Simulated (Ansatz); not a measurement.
**ClHSSn: how energies converge with the basis set**

The task here is to estimate one member of a computed series from the others.

Program: Ansatz 0.2.0, Gaussian basis. Level of theory: one geometry, several basis sets. These are calculated values, not measurements.

Plan: PBE0-D4/def2-SVP; ωB97M-V/def2-SVP; PBE0-D4/def2-QZVPP; ωB97M-V/def2-QZVPP; the functionals' def2-TZVPP values are taken from earlier runs.

### Structure used throughout

The geometry comes from an earlier relaxation with PBE0-D4 in a triple-zeta def2 set; it is a stationary point. Sn takes the def2 core potential; no spin-orbit term is included.

SMILES `[SH][Sn][Cl]`, 4 atoms, charge 0, spin multiplicity 1.

Atoms are counted from 1 here; the program's logs count them from 0.

Bond lengths: S1–Sn2 2.427 Å, S1–H4 1.344 Å, Sn2–Cl3 2.379 Å. Angles: Sn2–S1–H4 93.1°, S1–Sn2–Cl3 96.5°.

Coordinates:

```mol
ClHSSn
  3D, bonds by distance, orders not assigned

  4  3  0  0  0  0  0  0  0  0999 V2000
    0.1857    1.4885   -0.4097 S   0  0
   -1.3957   -0.3517   -0.3418 Sn  0  0
    0.0888   -1.9503    0.6078 Cl  0  0
    1.1767    0.7533    0.1234 H   0  0
  1  2  8  0
  2  3  8  0
  1  4  8  0
M  END
```

Set-up of the first run:

in.yaml reads:

```yaml
crystal:
  periodic: [false, false, false]
  atoms:
    - {symbol: S, position_ang: [0.185657, 1.488532, -0.409673]}
    - {symbol: Sn, position_ang: [-1.395689, -0.351698, -0.341832]}
    - {symbol: Cl, position_ang: [0.088794, -1.950306, 0.607845]}
    - {symbol: H, position_ang: [1.176738, 0.753271, 0.123361]}
basis:
  gaussian: {orbitals: def2-SVP}
hamiltonian: {xc: pbe0, dispersion: d4}
output: {orbitals: {seedname: orbitals}}
```

Steps of the session up to this table: PBE0-D4 in def2-SVP; ωB97M-V in def2-SVP; PBE0-D4 in def2-QZVPP; ωB97M-V in def2-QZVPP.

One table of the session follows, with a row left open; its other results are not shown here.

It belongs to the step «Density functionals: the series». 

```
functional       basis  HOMO (eV)  LUMO (eV)
   PBE0-D4    def2-SVP          ?          ?
   PBE0-D4  def2-TZVPP      -7.48      -2.80
   PBE0-D4  def2-QZVPP      -7.51      -2.83
   ωB97M-V    def2-SVP      -9.30      -0.87
   ωB97M-V  def2-TZVPP      -9.47      -1.06
   ωB97M-V  def2-QZVPP      -9.51      -1.11
```

Q: Estimate the row for PBE0-D4, def2-SVP from the others.

The run gave: HOMO (eV): -7.36; LUMO (eV): -2.68. In the column «HOMO (eV)» it is the highest.
